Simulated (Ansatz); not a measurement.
## CH₄ClGeO, SMILES C[O][GeH][Cl]: a rigid scan of one bond angle, step by step

Computed with Ansatz's Python interface.

At the Python prompt:
```pycon
>>> import ansatz as az
>>> from ase import Atoms
>>> params = {
...     "basis_set": "def2-SVP",
...     "functional": "pbe",
...     "force_tol": 0.02,
... }
>>> atoms = Atoms(["C", "O", "Ge", "Cl", "H", "H", "H", "H"], positions=[
...     [0.5796, 0.9732, -0.3445],
...     [0.561, 0.0646, 0.6748],
...     [-0.4114, -1.3613, 0.1103],
...     [-2.4098, -1.0255, 0.5094],
...     [1.0093, 0.6169, -1.2995],
...     [-0.5104, 1.3694, -0.5617],
...     [1.1379, 1.9099, -0.0315],
...     [0.1359, -2.6042, 0.8869],
... ])
>>> # start the scan from a relaxed geometry
>>> first = (
...     az.Crystal.molecule_from_ase(atoms).calculation()
...     .basis(gaussian=params["basis_set"])
...     .functional(params["functional"])
...     .spin("collinear", total=1)
...     .relax(force_tolerance=params["force_tol"], max_steps=80)
... )
>>> atoms.positions = first.run(threads=1, backend="cpu").report["positions_ang"]
>>> rows = []
>>> for angle in [90, 100, 110, 120, 135, 150, 165, 179]:
...     bent = atoms.copy()
...     bent.set_angle(2, 1, 0, angle, indices=[0, 4, 5, 6])
...     calculation = az.Crystal.molecule_from_ase(bent).calculation()
...     calculation = calculation.basis(gaussian=params["basis_set"]).functional(params["functional"])
...     calculation = calculation.spin("collinear", total=1)
...     rows.append((angle, calculation.run(threads=1, backend="cpu").report["free_energy_ev"]))
...
>>> floor = min(e for _, e in rows)
>>> for angle, e in rows:
...     print(f"angle Ge2-O1-C0 = {angle:3d} deg   {1000 * (e - floor):9.1f} meV")
...
angle Ge2-O1-C0 =  90 deg      1350.1 meV
angle Ge2-O1-C0 = 100 deg       496.4 meV
angle Ge2-O1-C0 = 110 deg       122.6 meV
angle Ge2-O1-C0 = 120 deg         0.0 meV
angle Ge2-O1-C0 = 135 deg        45.0 meV
angle Ge2-O1-C0 = 150 deg       207.2 meV
angle Ge2-O1-C0 = 165 deg       381.0 meV
angle Ge2-O1-C0 = 179 deg       488.3 meV
```

Caveats:
- The scan is rigid, and the energies are electronic, in a modest basis. The zero is the lowest point of the grid, which needn't be the minimum.
- The species is open-shell (spin multiplicity 2).
- It ran for 99 s on 1 thread of Arm Neoverse V1, with other jobs on the host, peak memory 0.25 GiB.
